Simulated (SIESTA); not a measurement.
TeAs2 under changes of volume

One of the cells (25.291 Å³/atom); the others are scaled copies at fixed shape and fractional positions:

```
CELL_PARAMETERS angstrom
-3.58001 3.58001 2.95999
3.58001 -3.58001 2.95999
3.58001 3.58001 -2.95999
ATOMIC_POSITIONS crystal
Te 0.00000 0.00000 0.00000
Te 0.75000 0.25000 0.50000
As 0.87500 0.62500 0.25000
As 0.37500 0.62500 0.75000
As 0.37500 0.12500 0.75000
As 0.37500 0.62500 0.25000
```

The cell comes from a database or a generator and needn't be the stable form of this composition.

* Program: SIESTA 5.4.2
* Functional: PBE
* Potentials or basis: PseudoDojo 0.4 standard (PBE files)
* Basis: DZP (energy shift 0.003 Ry; two zetas on semicore shells)
* Grid cutoff: 500 Ry
* Energy shift: 0.003 Ry
* k mesh: 6 × 6 × 6
* Occupations: fermi-dirac, width 0.05 eV
* Spin: no spin polarisation

```csv
volume (Å³/atom),energy over the lowest point (meV/atom),pressure (GPa)
23.307,32.19,5.8
23.803,?,?
24.299,6.54,2.5
25.291,0.00,-0.2
25.787,2.52,-1.3
26.283,8.26,-2.3
```

Question: What does the run at 23.803 Å³/atom give?

Answer: Energy over the lowest point 16.62 meV/atom; pressure 4.1 GPa.

Worked out: A Birch-Murnaghan fit of order 3 (a polynomial in V^(-2/3)) to the other rows has its minimum at 25.19 Å³/atom with B0 = V·E''(V) = 62 GPa and B' = 5.5 at fixed shape and positions, which overstates the stiffness. It gives 16.66 meV/atom at 23.803 Å³/atom, against the run's 16.62, and -dE/dV = 4.1 GPa, against 4.1.

Energies are extrapolated to zero smearing.

Caveats: the basis of atomic orbitals isn't converged, which shifts pressures, moduli and gaps.
